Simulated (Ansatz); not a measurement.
**C₂H₇GaOZn: one species, many methods**

The task here is to estimate one member of a computed series from the others.

Program: Ansatz 0.2.0, Gaussian basis. Level of theory: functionals in def2-TZVPP, the program's frozen cores in correlated methods. These are calculated values, not measurements.

Levels to be run: LDA (SPW92), PBE-D4, revPBE-D4, BLYP-D4, r2SCAN-D4, B97M-V, PBE0-D4, B3LYP-D4, r2SCANh-D4, r2SCAN0-D4, HSE06-D4, BHLYP-D4, CAM-B3LYP-D4, LC-ωPBE, ωB97X-V, ωB97M-V, B2PLYP, PBE-QIDH; CCSD(T)/def2-SVP; CCSD(T)/def2-TZVPP; MP2/def2-QZVPP; extrapolation to the limit; RPA on PBE.

### The relaxed structure

The geometry comes from an earlier relaxation with PBE0-D4 in a triple-zeta def2 set; it is a stationary point, not always the lowest conformer.

12 atoms, charge 0, spin multiplicity 1.

Atoms are counted from 1 here; the program's logs count them from 0.

Bond lengths: C1–O2 1.393 Å, C1–H6 1.091 Å, C1–H7 1.100 Å, C1–H8 1.104 Å, O2–C3 1.414 Å, C3–Ga4 2.009 Å, C3–H9 1.102 Å, C3–H10 1.097 Å, Ga4–Zn5 2.454 Å, Ga4–H11 1.588 Å, Zn5–H12 1.568 Å. Angles: O2–C1–H6 108.1°, O2–C1–H7 111.7°, O2–C1–H8 111.5°, H6–C1–H7 109.1°, H6–C1–H8 108.7°, H7–C1–H8 107.6°, C1–O2–C3 112.0°, O2–C3–Ga4 115.0°, O2–C3–H9 110.7°, O2–C3–H10 106.6°, Ga4–C3–H9 111.7°, Ga4–C3–H10 106.2°, H9–C3–H10 106.0°, C3–Ga4–Zn5 121.9°, C3–Ga4–H11 113.2°, Zn5–Ga4–H11 124.7°, Ga4–Zn5–H12 178.8°.

The first run:

Contents of in.yaml:

```yaml
crystal:
  periodic: [false, false, false]
  atoms:
    - {symbol: C, position_ang: [-0.631168, 0.085334, 1.584692]}
    - {symbol: O, position_ang: [0.716614, 0.047285, 1.235576]}
    - {symbol: C, position_ang: [0.973488, -0.899598, 0.217593]}
    - {symbol: Ga, position_ang: [0.384187, -0.347695, -1.622090]}
    - {symbol: Zn, position_ang: [-0.569717, 1.869222, -2.068124]}
    - {symbol: H, position_ang: [-0.762178, 0.852311, 2.348744]}
    - {symbol: H, position_ang: [-0.975685, -0.881031, 1.981909]}
    - {symbol: H, position_ang: [-1.267245, 0.336823, 0.717792]}
    - {symbol: H, position_ang: [0.572523, -1.887879, 0.493807]}
    - {symbol: H, position_ang: [2.062704, -1.018402, 0.167850]}
    - {symbol: H, position_ang: [0.694312, -1.439417, -2.732764]}
    - {symbol: H, position_ang: [-1.197845, 3.283059, -2.324974]}
basis:
  gaussian: {orbitals: def2-TZVPP}
hamiltonian: {xc: lda}
output: {orbitals: {seedname: orbitals}}
```

On the command line:

```bash
ansatz run in.yaml --threads 2 --pin off --events-out ev --progress --plain --max-ram 32768MiB --backend cuda --devices 0, --max-vram 18GiB
```

Steps of the session up to this table: LDA; PBE-D4 (GGA); revPBE-D4 (GGA); BLYP-D4 (GGA); r2SCAN-D4 (meta-GGA); B97M-V (meta-GGA); PBE0-D4 (hybrid); B3LYP-D4 (hybrid); r2SCANh-D4 (hybrid); r2SCAN0-D4 (hybrid); HSE06-D4 (hybrid); BHLYP-D4 (hybrid); CAM-B3LYP-D4 (range-separated); LC-ωPBE (range-separated); ωB97X-V (range-separated); ωB97M-V (range-separated); B2PLYP (double hybrid); PBE-QIDH (double hybrid).

One table of the session follows, with a row left open; its other results are not shown here.

It belongs to the step «Orbital energies across the functionals». 

| functional | HOMO (eV) | LUMO (eV) | gap (eV) |
| --- | --- | --- | --- |
| LDA (SPW92) | -5.24 | -3.13 | 2.11 |
| PBE-D4 | -5.09 | -2.89 | 2.20 |
| revPBE-D4 | ? | ? | ? |
| BLYP-D4 | -4.98 | -2.81 | 2.17 |
| r2SCAN-D4 | -5.31 | -2.72 | 2.59 |
| B97M-V | -5.40 | -2.89 | 2.51 |
| PBE0-D4 | -6.22 | -2.16 | 4.06 |
| B3LYP-D4 | -6.04 | -2.39 | 3.65 |
| r2SCANh-D4 | -5.74 | -2.46 | 3.28 |
| r2SCAN0-D4 | -6.38 | -2.07 | 4.30 |
| HSE06-D4 | -5.83 | -2.52 | 3.31 |
| BHLYP-D4 | -7.21 | -1.45 | 5.76 |
| CAM-B3LYP-D4 | -7.48 | -1.27 | 6.20 |
| LC-ωPBE | -8.73 | -0.18 | 8.55 |
| ωB97X-V | -8.42 | -0.32 | 8.10 |
| ωB97M-V | -8.29 | -0.52 | 7.78 |

Q: Estimate the row for revPBE-D4 from the others.

As computed: HOMO (eV): -5.03; LUMO (eV): -2.78; gap (eV): 2.25. In the column «HOMO (eV)» it lies between PBE-D4 (-5.09) and BLYP-D4 (-4.98).
